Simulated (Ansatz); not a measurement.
Task: harmonic frequencies at the relaxed geometry of CH₄F₂GeS, SMILES C[S][GeH]([F])[F], with Ansatz 0.2.0, Python API. Give the script and its output. Settings (for the species named): PBE0, def2-SVP basis, multiplicity 1, D4 dispersion.

```json
{"atom": "C", "x (Å)": "-1.3931", "y (Å)": "-0.3982", "z (Å)": "-0.3676"}
{"atom": "S", "x (Å)": "0.0851", "y (Å)": "-1.3044", "z (Å)": "-0.6351"}
{"atom": "Ge", "x (Å)": "1.3388", "y (Å)": "0.2311", "z (Å)": "0.3338"}
{"atom": "F", "x (Å)": "1.3769", "y (Å)": "1.7389", "z (Å)": "-0.5689"}
{"atom": "F", "x (Å)": "3.0317", "y (Å)": "-0.3528", "z (Å)": "0.3837"}
{"atom": "H", "x (Å)": "-1.6153", "y (Å)": "-0.1768", "z (Å)": "0.7038"}
{"atom": "H", "x (Å)": "-2.2682", "y (Å)": "-0.9229", "z (Å)": "-0.7938"}
{"atom": "H", "x (Å)": "-1.3375", "y (Å)": "0.6419", "z (Å)": "-0.9067"}
{"atom": "H", "x (Å)": "0.8701", "y (Å)": "0.4969", "z (Å)": "1.8337"}
```

`ch4f2ges.py`:
```python
"""Harmonic frequencies of CH4F2GeS at its relaxed geometry."""

import ansatz as az
import numpy as np

BASIS = "def2-SVP"
FUNCTIONAL = "PBE0"
DISPERSION = "d4"

geometry_ang = [
    ("C", [-1.3931, -0.3982, -0.3676]),
    ("S", [0.0851, -1.3044, -0.6351]),
    ("Ge", [1.3388, 0.2311, 0.3338]),
    ("F", [1.3769, 1.7389, -0.5689]),
    ("F", [3.0317, -0.3528, 0.3837]),
    ("H", [-1.6153, -0.1768, 0.7038]),
    ("H", [-2.2682, -0.9229, -0.7938]),
    ("H", [-1.3375, 0.6419, -0.9067]),
    ("H", [0.8701, 0.4969, 1.8337]),
]
mol = az.Crystal.molecule()
for symbol, xyz in geometry_ang:
    mol = mol.atom(symbol, xyz)

job = (
    mol.calculation()
    .basis(gaussian=BASIS)
    .functional(FUNCTIONAL, dispersion=DISPERSION)
)
symbols = [site.symbol for site in mol.cartesian_sites]
start = np.array([site.position_ang for site in mol.cartesian_sites], dtype=float)
summary = job.relax(force_tolerance=0.003, max_steps=100).run(threads=1).report
end = np.array(summary["positions_ang"])

print("final positions (A) and the move of each atom")
for symbol, xyz, old in zip(symbols, end, start):
    print(f"{symbol:2s} {xyz[0]:10.5f} {xyz[1]:10.5f} {xyz[2]:10.5f}   {np.linalg.norm(xyz - old):7.4f}")

# same settings at the minimum
minimum = az.Crystal.molecule()
for symbol, place in zip(symbols, end):
    minimum = minimum.atom(symbol, place.tolist())
vibrating = minimum.calculation()
vibrating = vibrating.basis(gaussian=BASIS).functional(FUNCTIONAL, dispersion=DISPERSION)
vibrating = vibrating.phonons(temperatures=(100, 500, 100))
vib = vibrating.run(threads=1).report["vibrations"]
sums = vib["harmonic_sums"]
modes = [m["omega_inv_cm"] for m in sums["modes_at_gamma"] if m["rigid_motion"] == "no"]
for number, w in enumerate(modes, start=1):
    print(f"mode {number:2d} {w:9.1f} 1/cm {w / 8065.544 * 1000:8.2f} meV")
print("imaginary modes:", sum(w < 0 for w in modes), " zero-point energy:", round(sums["zero_point_energy_ev"], 4), "eV")
print("T (K)   F_vib (eV)   S_vib (meV/K)   C_vib (meV/K)")
for row in zip(sums["temperatures_k"], sums["vibrational_free_energy_ev"], vib["entropy_ev_per_k"], vib["heat_capacity_ev_per_k"]):
    print(f"{row[0]:6.1f} {row[1]:11.4f} {1000 * row[2]:13.4f} {1000 * row[3]:15.4f}")
```

Output of `python ch4f2ges.py`:
```text
final positions (A) and the move of each atom
C    -1.46242   -0.33228   -0.43451    0.1167
S     0.04251   -1.35937   -0.28170    0.3602
Ge    1.39128    0.18302    0.48540    0.1675
F     1.08771    1.63669   -0.41132    0.3448
F     3.00525   -0.29763    0.10624    0.2841
H    -1.91229   -0.12373    0.54576    0.3406
H    -2.16925   -0.92512   -1.02978    0.2559
H    -1.24395    0.60445   -0.96281    0.1153
H     1.34966    0.56767    1.96564    0.5024
mode  1      26.5 1/cm     3.29 meV
mode  2     117.0 1/cm    14.50 meV
mode  3     131.3 1/cm    16.28 meV
mode  4     204.8 1/cm    25.39 meV
mode  5     228.0 1/cm    28.27 meV
mode  6     245.4 1/cm    30.43 meV
mode  7     442.1 1/cm    54.81 meV
mode  8     704.6 1/cm    87.36 meV
mode  9     717.8 1/cm    88.99 meV
mode 10     726.9 1/cm    90.12 meV
mode 11     738.4 1/cm    91.55 meV
mode 12     748.4 1/cm    92.79 meV
mode 13     970.7 1/cm   120.36 meV
mode 14     980.1 1/cm   121.52 meV
mode 15    1333.6 1/cm   165.35 meV
mode 16    1446.4 1/cm   179.34 meV
mode 17    1458.5 1/cm   180.83 meV
mode 18    2207.9 1/cm   273.75 meV
mode 19    3076.9 1/cm   381.49 meV
mode 20    3192.5 1/cm   395.82 meV
mode 21    3205.9 1/cm   397.48 meV
imaginary modes: 0  zero-point energy: 1.4199 eV
T (K)   F_vib (eV)   S_vib (meV/K)   C_vib (meV/K)
 100.0      1.4057        0.3097          0.3404
 200.0      1.3588        0.6185          0.5675
 300.0      1.2833        0.8875          0.7683
 400.0      1.1821        1.1321          0.9334
 500.0      1.0576        1.3548          1.0620
```

The frequencies are harmonic and unscaled, in a modest basis. The result belongs to the one conformer reached from this start, and soft torsions count as harmonic oscillators. Finished in 5.8 min on 1 thread of Arm Neoverse V1, with other jobs on the host, peak memory 0.34 GiB.
